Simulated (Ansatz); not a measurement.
**C₃H₉FS₃Zr: one species, many methods**

An exercise on one series of results from a longer session: the logs are not shown, and one member is left open.

Program: Ansatz 0.2.0, Gaussian basis. Level of theory: functionals in def2-TZVPP, the program's frozen cores in correlated methods. These are calculated values, not measurements.

Plan: LDA (SPW92), PBE-D4, revPBE-D4, BLYP-D4, r2SCAN-D4, B97M-V, PBE0-D4, B3LYP-D4, r2SCANh-D4, r2SCAN0-D4, HSE06-D4, BHLYP-D4, CAM-B3LYP-D4, LC-ωPBE, ωB97X-V, ωB97M-V, B2PLYP, PBE-QIDH; CCSD(T)/def2-SVP; CCSD(T)/def2-TZVPP; MP2/def2-QZVPP; extrapolation to the limit; RPA on PBE.

## The relaxed structure

All runs share one geometry, relaxed beforehand with PBE0-D4 in a triple-zeta def2 set. Zr takes the def2 core potential; no spin-orbit term is included.

SMILES `C[S][Zr]([F])([S]C)[S]C`, 17 atoms, charge 0, spin multiplicity 1.

Atoms are counted from 1 here; the program's logs count them from 0.

Bond lengths: C1–S2 1.825 Å, C1–H9 1.093 Å, C1–H10 1.089 Å, C1–H11 1.089 Å, S2–Zr3 2.416 Å, Zr3–F4 1.906 Å, Zr3–S5 2.411 Å, Zr3–S7 2.419 Å, S5–C6 1.823 Å, C6–H12 1.089 Å, C6–H13 1.089 Å, C6–H14 1.105 Å, S7–C8 1.827 Å, C8–H15 1.089 Å, C8–H16 1.094 Å, C8–H17 1.089 Å. Angles: S2–C1–H9 113.0°, S2–C1–H10 108.8°, S2–C1–H11 108.3°, H9–C1–H10 108.5°, H9–C1–H11 108.3°, H10–C1–H11 109.9°, C1–S2–Zr3 95.6°, S2–Zr3–F4 111.9°, S2–Zr3–S5 113.8°, S2–Zr3–S7 105.0°, F4–Zr3–S5 110.2°, F4–Zr3–S7 107.8°, S5–Zr3–S7 107.6°, Zr3–S5–C6 85.1°, S5–C6–H12 109.4°, S5–C6–H13 109.4°, S5–C6–H14 114.3°, H12–C6–H13 110.7° and more.

Geometry (Å):

```
C     0.7009    2.2733   -2.1631
S    -0.6313    2.1239   -0.9249
Zr   -0.2995   -0.2318   -0.5030
F     0.2110   -1.1727   -2.0800
S    -2.1887   -1.3099    0.5371
C    -2.2068    0.1387    1.6436
S     1.5514   -0.3368    1.0506
C     1.6228   -2.1624    1.0143
H     1.2409    1.3367   -2.3252
H     0.2669    2.5901   -3.1103
H     1.4112    3.0207   -1.8132
H    -3.1554    0.6622    1.5386
H    -2.0610   -0.1903    2.6710
H    -1.4120    0.8777    1.4369
H     1.2136   -2.5604    1.9414
H     1.0706   -2.5994    0.1768
H     2.6657   -2.4595    0.9094
```

The first run:

Input file in.yaml:

```yaml
crystal:
  periodic: [false, false, false]
  atoms:
    - {symbol: C, position_ang: [0.700890, 2.273269, -2.163113]}
    - {symbol: S, position_ang: [-0.631322, 2.123923, -0.924900]}
    - {symbol: Zr, position_ang: [-0.299541, -0.231849, -0.503022]}
    - {symbol: F, position_ang: [0.211010, -1.172655, -2.079982]}
    - {symbol: S, position_ang: [-2.188745, -1.309942, 0.537112]}
    - {symbol: C, position_ang: [-2.206776, 0.138693, 1.643613]}
    - {symbol: S, position_ang: [1.551362, -0.336814, 1.050584]}
    - {symbol: C, position_ang: [1.622821, -2.162373, 1.014294]}
    - {symbol: H, position_ang: [1.240860, 1.336697, -2.325234]}
    - {symbol: H, position_ang: [0.266933, 2.590093, -3.110260]}
    - {symbol: H, position_ang: [1.411159, 3.020707, -1.813170]}
    - {symbol: H, position_ang: [-3.155428, 0.662180, 1.538610]}
    - {symbol: H, position_ang: [-2.060961, -0.190315, 2.670963]}
    - {symbol: H, position_ang: [-1.412042, 0.877694, 1.436885]}
    - {symbol: H, position_ang: [1.213570, -2.560386, 1.941402]}
    - {symbol: H, position_ang: [1.070552, -2.599394, 0.176829]}
    - {symbol: H, position_ang: [2.665658, -2.459526, 0.909379]}
basis:
  gaussian: {orbitals: def2-TZVPP}
hamiltonian: {xc: lda}
output: {orbitals: {seedname: orbitals}}
```

Launch:

```bash
$ ansatz run in.yaml --threads 5 --pin off --events-out ev --progress --plain --max-ram 66560MiB --backend cuda --devices 0, --max-vram 37GiB
```

Steps of the session up to this table: LDA; PBE-D4 (GGA); revPBE-D4 (GGA); BLYP-D4 (GGA); r2SCAN-D4 (meta-GGA); B97M-V (meta-GGA); B3LYP-D4 (hybrid); r2SCANh-D4 (hybrid); r2SCAN0-D4 (hybrid); HSE06-D4 (hybrid); BHLYP-D4 (hybrid); CAM-B3LYP-D4 (range-separated); LC-ωPBE (range-separated); ωB97X-V (range-separated); ωB97M-V (range-separated); B2PLYP (double hybrid); PBE-QIDH (double hybrid).

One table of the session follows, with a row left open; its other results are not shown here.

It belongs to the step «Frontier levels by functional». 

```
  functional  HOMO (eV)  LUMO (eV)  gap (eV)
 LDA (SPW92)      -5.88      -2.79      3.10
      PBE-D4      -5.76      -2.57      3.19
   revPBE-D4      -5.70      -2.48      3.22
     BLYP-D4      -5.59      -2.42      3.17
   r2SCAN-D4      -6.02      -2.42      3.60
      B97M-V      -6.11      -2.40      3.71
     PBE0-D4      -6.92      -1.78      5.13
    B3LYP-D4      -6.68      -1.97      4.71
  r2SCANh-D4      -6.44      -2.13      4.31
  r2SCAN0-D4      -7.09      -1.69      5.40
    HSE06-D4      -6.52      -2.15      4.37
    BHLYP-D4      -7.94      -0.83      7.11
CAM-B3LYP-D4          ?          ?         ?
     LC-ωPBE      -9.54       0.34      9.88
     ωB97X-V      -9.19       0.27      9.46
     ωB97M-V      -9.02       0.17      9.19
```

Estimate the missing values for CAM-B3LYP-D4.

**Answer.** HOMO (eV): -8.18; LUMO (eV): -0.73; gap (eV): 7.45. In the column «HOMO (eV)» it lies between ωB97M-V (-9.02) and BHLYP-D4 (-7.94).
